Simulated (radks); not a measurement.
# Zn²⁺ in [Ne] 3s1 3p6 3d10 4p1: an all-electron calculation

One table from this session's results is given with a row withheld; the runs are named, their logs left out.

Method: scalar-relativistic Kohn-Sham, PBE, spin-unpolarised, spherical densities, point nucleus. Code: radks (a radial shooting solver on a logarithmic mesh, Libxc functionals) version 1.

### What is computed

| Quantity | Value |
| --- | --- |
| element | zinc (Z = 30) |
| charge | +2 |
| electrons | 28 |
| configuration | [Ne] 3s1 3p6 3d10 4p1 |

Outer shells as boxes (Hund's rule):

Zn²⁺
```
[Ne] core
3s [↑ ]
3p [↑↓][↑↓][↑↓]
3d [↑↓][↑↓][↑↓][↑↓][↑↓]
4p [↑ ][  ][  ]
```

Set-up of the first run:

Settings of this run:

```text
Z 30
configuration [Ne] 3s1 3p6 3d10 4p1
relativity scalar-relativistic
functional pbe,pbe
spin unpolarised
nucleus point
c 137.035999084
```

One of the session's tables, all rows but one given; the rest of the session is left out.

It belongs to the step «Shells». Radial moments (bohr):

```
level      <r>  outermost maximum (interpolated)  90 % within  nodes
   1s  0.05030                            0.0329       0.0899      0
   2s   0.2261                             0.189        0.350      1
   2p   0.1982                             0.152        0.324      0
   3s        ?                                 ?            ?      ?
   3p   0.7051                             0.590         1.09      1
   3d   0.8214                             0.558         1.40      0
   4p    2.531                              2.15         3.78      2
```

Q: Estimate the row for 3s from the others.

**Answer.** <r>: 0.6767; outermost maximum (interpolated): 0.587; 90 % within: 1.01; nodes: 2. In the column «<r>» it lies between 2s (0.2261) and 3p (0.7051).
